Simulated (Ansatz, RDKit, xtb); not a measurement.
# C5H8O3: which of the isomers drawn lies lowest?

Which of a sample of isomers of C5H8O3 is the most stable in the gas at 298.15 K, and what are its properties? The sample is small against all isomers, and the most stable one of this formula need not be in it.

Plan: many cheap relaxations first (GFN2-xTB), then density-functional screening, relaxation at B3LYP/def2-SVP, vibrations (at GFN2-xTB) and a final energy. The numbers are computed, not measured.

## 1. Possible bonding patterns

Isomers were taken from a list of plausible structures; this is a sample, not all of them. That gives 9 candidates.

```
label            SMILES     spin
 c381    CCC(=O)O/C=C\O  singlet
 c445      CCC(=O)OCC=O  singlet
 c468    C/C=C(\O)OCC=O  singlet
 c557    CCC(=O)O/C=C/O  singlet
 c770  C/C=C(/O)O/C=C\O  singlet
 c859  C/C=C(/O)O/C=C/O  singlet
 c890  C/C=C(\O)O/C=C/O  singlet
 c901    C/C=C(/O)OCC=O  singlet
 c912  C/C=C(\O)O/C=C\O  singlet
```

Candidates are built by distance geometry, with a force field where one applies, in up to four conformers (letters a to d).

Q: Predict the outcome of this search (final energies at CCSD(T)/def2-SVP + MP2/def2-TZVPP - MP2/def2-SVP).

| quantity | value |
| --- | --- |
| lowest structure found | CCC(=O)OCC=O, singlet |
| next finalist | CCC(=O)O/C=C\O, singlet, 9.8 kcal/mol higher in G |
| share at equilibrium, among the finalists | 100.0 % |

The lowest structure found is `CCC(=O)OCC=O`. The margin of 9.8 kcal/mol over the next finalist is beyond the usual error of the last level; it says nothing of structures that weren't ranked. With 18 minima in the window unscreened, the next finalist need not be the second lowest, and margin and share hold for the finalists alone. HF/STO-3G, r2SCAN-D4/def2-SVP, B3LYP/def2-SVP, HF/def2-SVP and MP2/def2-SVP already put its bonding pattern lowest among the structures in one piece; GFN2-xTB favours the singlet CCC(=O)O/C=C\O. 18 minima inside the window were never screened. The search is not exhaustive (a finite list of starts, one conformer a finalist), so a lower isomer can't be ruled out. Only 9 drawn patterns were tried, so whole families of isomers are missing, and the result ranks only the part of this sample that was screened. The lowest isomer need not be the one that is made and kept in a bottle, which depends on barriers.
